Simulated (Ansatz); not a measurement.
# ClH6N3Zr: the cost of one run

Method: RKS PBE-D4/def2-SVP, in Ansatz 0.2.0.

## (1) Starting point

Bond lengths: Zr1–Cl2 3.055 Å, Zr1–N3 1.976 Å, Zr1–H4 2.331 Å, Zr1–N5 2.023 Å, Zr1–N6 2.038 Å, N3–H7 1.038 Å, N5–H8 1.027 Å, N5–H9 1.025 Å, N6–H10 1.029 Å, N6–H11 1.031 Å. Angles (14 of 17 angles, heavy atoms first): Cl2–Zr1–N3 69.8°, Cl2–Zr1–N5 140.2°, Cl2–Zr1–N6 103.2°, N3–Zr1–N5 108.8°, N3–Zr1–N6 104.1°, N5–Zr1–N6 115.1°, Cl2–Zr1–H4 35.0°, N3–Zr1–H4 34.9°, H4–Zr1–N5 133.3°, H4–Zr1–N6 104.8°, Zr1–N3–H7 116.1°, Zr1–N5–H8 118.9°, Zr1–N5–H9 119.2°, Zr1–N6–H10 118.2°.

Coordinates:

```xyz
11

Zr    0.0053   -0.5104    0.0439
Cl    0.1380   -1.2540   -2.9167
N     0.6664    1.0218   -1.0145
H     0.4706    0.2722   -2.1014
N     1.1049   -0.6579    1.7350
N    -1.9695   -0.0989    0.3309
H     1.6951    1.1619   -1.0204
H     1.9038   -0.0259    1.8636
H     0.6261   -0.7046    2.6396
H    -2.2188    0.6415    1.0000
H    -2.4220    0.1543   -0.5600
```

## (2) A restrained relaxation towards end A

Springs on the bonds that form and break draw the guess towards this end; the thresholds are loose.

Input file input.yaml:

```yaml
crystal:
  periodic: [false, false, false]
  atoms:
    - { symbol: Zr, position_ang: [0.0053, -0.5104, 0.0439] }
    - { symbol: Cl, position_ang: [0.138, -1.254, -2.9167] }
    - { symbol: "N", position_ang: [0.6664, 1.0218, -1.0145] }
    - { symbol: H, position_ang: [0.4706, 0.2722, -2.1014] }
    - { symbol: "N", position_ang: [1.1049, -0.6579, 1.735] }
    - { symbol: "N", position_ang: [-1.9695, -0.0989, 0.3309] }
    - { symbol: H, position_ang: [1.6951, 1.1619, -1.0204] }
    - { symbol: H, position_ang: [1.9038, -0.0259, 1.8636] }
    - { symbol: H, position_ang: [0.6261, -0.7046, 2.6396] }
    - { symbol: H, position_ang: [-2.2188, 0.6415, 1.0] }
    - { symbol: H, position_ang: [-2.422, 0.1543, -0.56] }
basis:
  gaussian: { orbitals: def2-SVP }
hamiltonian:
  xc: pbe
  dispersion: d4
relax:
  f_tol: 0.15
  max_steps: 25
  restrain:
    - { distance: [3, 1], at: 2.63, k: 30.0 }
    - { distance: [0, 1], at: 2.77, k: 30.0 }
    - { distance: [3, 2], at: 1.02, k: 30.0 }
output:
  orbitals: {}
```

The run is started by

```console
ansatz run input.yaml --threads 2 --pin off --max-ram 3072MiB --backend cpu --events-out ev --progress --plain --runs-dir out
```

**Question.** How long does this run take on 2 threads of Intel Xeon 6975P-C (Granite Rapids), shared host, and how much memory does it need?

About 24 s, with a peak of 0.19 GiB.
